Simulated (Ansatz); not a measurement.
# C6H11ClO2: a ladder of functionals and wavefunction methods

How much do the methods differ for C6H11ClO2? The plan is to run it at one geometry with functionals of several rungs and with coupled cluster. The yardstick is the atomisation energy at the CCSD(T) limit.

Method: functionals in def2-TZVPP, the program's frozen cores in correlated methods; program: Ansatz 0.2.0, Gaussian basis.

Levels to be run: PBE-D4, r2SCAN-D4, PBE0-D4, B3LYP-D4, ωB97X-V, ωB97M-V, B2PLYP; CCSD(T)/def2-TZVPP; MP2/def2-QZVPP; extrapolation to the limit.

### Step 1. The geometry

All runs share one geometry, relaxed beforehand with PBE0-D4 in a triple-zeta def2 set.

SMILES `CCCOC(=O)CCCl`, 20 atoms, charge 0, spin multiplicity 1.

Atoms are counted from 1 here; the program's logs count them from 0.

Bond lengths: C1–C2 1.519 Å, C1–H10 1.094 Å, C1–H11 1.092 Å, C1–H12 1.092 Å, C2–C3 1.513 Å, C2–H13 1.095 Å, C2–H14 1.094 Å, C3–O4 1.436 Å, C3–H15 1.092 Å, C3–H16 1.091 Å, O4–C5 1.335 Å, C5–O6 1.203 Å, C5–C7 1.505 Å, C7–C8 1.509 Å, C7–H17 1.093 Å, C7–H18 1.093 Å, C8–Cl9 1.782 Å, C8–H19 1.088 Å and more. Angles: C2–C1–H10 111.2°, C2–C1–H11 111.3°, C2–C1–H12 111.1°, H10–C1–H11 107.6°, H10–C1–H12 107.8°, H11–C1–H12 107.8°, C1–C2–C3 113.5°, C1–C2–H13 110.1°, C1–C2–H14 110.7°, C3–C2–H13 107.1°, C3–C2–H14 108.7°, H13–C2–H14 106.3°, C2–C3–O4 111.8°, C2–C3–H15 111.1°, C2–C3–H16 111.0°, O4–C3–H15 104.4°, O4–C3–H16 108.8°, H15–C3–H16 109.5° and more.

### Step 2. PBE-D4 (GGA)

in.yaml

```yaml
crystal:
  periodic: [false, false, false]
  atoms:
    - {symbol: C, position_ang: [1.952119, -2.047264, 0.428269]}
    - {symbol: C, position_ang: [1.227973, -1.716831, -0.865224]}
    - {symbol: C, position_ang: [-0.273366, -1.621609, -0.707647]}
    - {symbol: O, position_ang: [-0.647321, -0.599975, 0.229970]}
    - {symbol: C, position_ang: [-0.750432, 0.641631, -0.248898]}
    - {symbol: O, position_ang: [-0.567912, 0.945481, -1.398413]}
    - {symbol: C, position_ang: [-1.129206, 1.606805, 0.841678]}
    - {symbol: C, position_ang: [-1.274444, 3.010844, 0.306986]}
    - {symbol: Cl, position_ang: [-1.715729, 4.133332, 1.618944]}
    - {symbol: H, position_ang: [1.620943, -3.007894, 0.832655]}
    - {symbol: H, position_ang: [1.767899, -1.287183, 1.190257]}
    - {symbol: H, position_ang: [3.030685, -2.106497, 0.270255]}
    - {symbol: H, position_ang: [1.425397, -2.489584, -1.615955]}
    - {symbol: H, position_ang: [1.597105, -0.777790, -1.286758]}
    - {symbol: H, position_ang: [-0.683444, -2.540745, -0.284873]}
    - {symbol: H, position_ang: [-0.754959, -1.414872, -1.664389]}
    - {symbol: H, position_ang: [-0.367137, 1.564031, 1.624587]}
    - {symbol: H, position_ang: [-2.058102, 1.265011, 1.305534]}
    - {symbol: H, position_ang: [-0.344897, 3.370753, -0.128775]}
    - {symbol: H, position_ang: [-2.055153, 3.072388, -0.448193]}
basis:
  gaussian: {orbitals: def2-TZVPP}
hamiltonian: {xc: pbe, dispersion: d4}
output: {forces: true, orbitals: {seedname: orbitals}}
```

Started as:

```console
> ansatz run in.yaml --threads 4 --pin off --events-out ev --progress --plain --max-ram 66560MiB --backend cuda --devices 0, --max-vram 37GiB
```

The runs that follow: r2SCAN-D4 (meta-GGA); PBE0-D4 (hybrid); B3LYP-D4 (hybrid); ωB97X-V (range-separated); ωB97M-V (range-separated); B2PLYP (double hybrid); CCSD(T) in def2-TZVPP; MP2 in def2-QZVPP.

Q: Predict the results of all the runs planned. Wanted: atomisation energy, CCSD(T)/CBS; farthest; mean size of error, hybrid; mean size of error, range-separated; gap, smallest and largest; T1 diagnostic; triples share of the correlation energy.

**Answer**, as computed:

```
                               quantity                                 value
        atomisation energy, CCSD(T)/CBS                         8161.9 kJ/mol
 functionals within 40.8 kJ/mol (0.5 %)            B3LYP-D4, ωB97X-V, ωB97M-V
                               farthest                PBE-D4 (+235.4 kJ/mol)
             mean size of error, hybrid                           39.6 kJ/mol
    mean size of error, range-separated                           30.1 kJ/mol
              gap, smallest and largest  5.50 eV (PBE-D4), 13.07 eV (ωB97X-V)
                          T1 diagnostic                                0.0123
triples share of the correlation energy                                 4.1 %
```

PBE-D4 misses by +235.4 kJ/mol. Double hybrids carry the basis error of their MP2 part in triple zeta, and no dispersion term here, so their miss is partly the set-up's. The reference freezes the cores and leaves out relativity and excitations past (T), so misses under about 40.8 kJ/mol can't be ranked. Hartree-Fock recovers 73 % of the binding; the rest is correlation. Orbital gaps span 5.5 to 13.1 eV; exact exchange widens them.
